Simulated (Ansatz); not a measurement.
# CBrClF radical: an energy map over bond length F1–C2 and bond length C2–Br4

Aim: map the energy of CBrClF, SMILES F[C](Cl)Br, spin multiplicity 2 over two coordinates, and find its wells, ridges and stiffness.

Method: UKS PBE0-D4/def2-SVP; program: Ansatz 0.2.0.

## Step 1: The starting structure

4 atoms, charge 0, spin multiplicity 2.

Atoms are counted from 1 here; the program's logs count them from 0.

Bond lengths: F1–C2 1.328 Å, C2–Cl3 1.736 Å, C2–Br4 1.911 Å. Angles: F1–C2–Cl3 113.3°, F1–C2–Br4 113.4°, Cl3–C2–Br4 116.8°.

Geometry (Å):

```tsv
atom	x (Å)	y (Å)	z (Å)
F1	1.28503	-0.03170	0.56581
C2	-0.00480	0.10902	0.28391
Cl3	-0.88921	-1.38412	0.34532
Br4	-0.33553	1.24650	-1.21534
```

## Step 3: The grid

The axes are (1) bond length F1–C2: 9 values from 1.103 to 1.707 Å; (2) bond length C2–Br4: 9 values from 1.657 to 2.354 Å.

Nothing else is relaxed (all other coordinates rigid). Energies count from the relaxed molecule at the same level. Points are written as (first, second).

(The set-up runs are not shown.)

## Step 4: Point (1.103 Å, 2.180 Å)

input.yaml reads:

```yaml
crystal:
  periodic: [false, false, false]
  atoms:
    - { symbol: F, position_ang: [1.270305, -0.028734, 0.561869] }
    - { symbol: C, position_ang: [0.200555, 0.082392, 0.317134] }
    - { symbol: Cl, position_ang: [-0.676707, -1.391538, 0.392746] }
    - { symbol: Br, position_ang: [-0.177882, 1.392476, -1.383709] }
magnetization:
  spin_polarized: true
  initial_magnetization: 1
basis:
  gaussian: { orbitals: def2-SVP }
hamiltonian:
  xc: pbe0
  dispersion: d4
output:
  forces: true
```

Launch:

```bash
$ ansatz run input.yaml --threads 1 --pin off --max-ram 2560MiB --backend cpu --events-out ev --progress --plain --runs-dir out
```

The session goes on with these runs: the other points that were computed.

What does the calculation give? Wanted: lowest point; highest computed point; dipole moment; largest force on an atom.

**Answer**, as computed:

| quantity | value |
| --- | --- |
| lowest point | (1.330 Å, 1.918 Å), 1.8 kJ/mol |
| highest computed point | (1.707 Å, 2.354 Å), 269 kJ/mol above the lowest |
| dipole moment (D) | 0.18 at (1.254 Å, 1.918 Å) to 2.94 at (1.103 Å, 2.354 Å); 0.46 at the lowest point |
| largest force on an atom (eV/Å) | 0.8 at (1.330 Å, 1.918 Å) to 21.3 at (1.103 Å, 1.657 Å); 0.8 at the lowest point |
| time for the whole task | 9.3 min on 1 thread, shared host |

In words: The lowest computed point is at (1.330 Å, 1.918 Å), 1.8 kJ/mol from the relaxed molecule at the same level. No other kind of well shows on this grid. The highest computed point, (1.707 Å, 2.354 Å), lies 269 kJ/mol above the lowest. Round the minimum the valley is somewhat tilted: raising bond length F1–C2 shifts the best value of bond length C2–Br4 downwards (coupling k₁₂/√(k₁₁k₂₂) about 0.1).
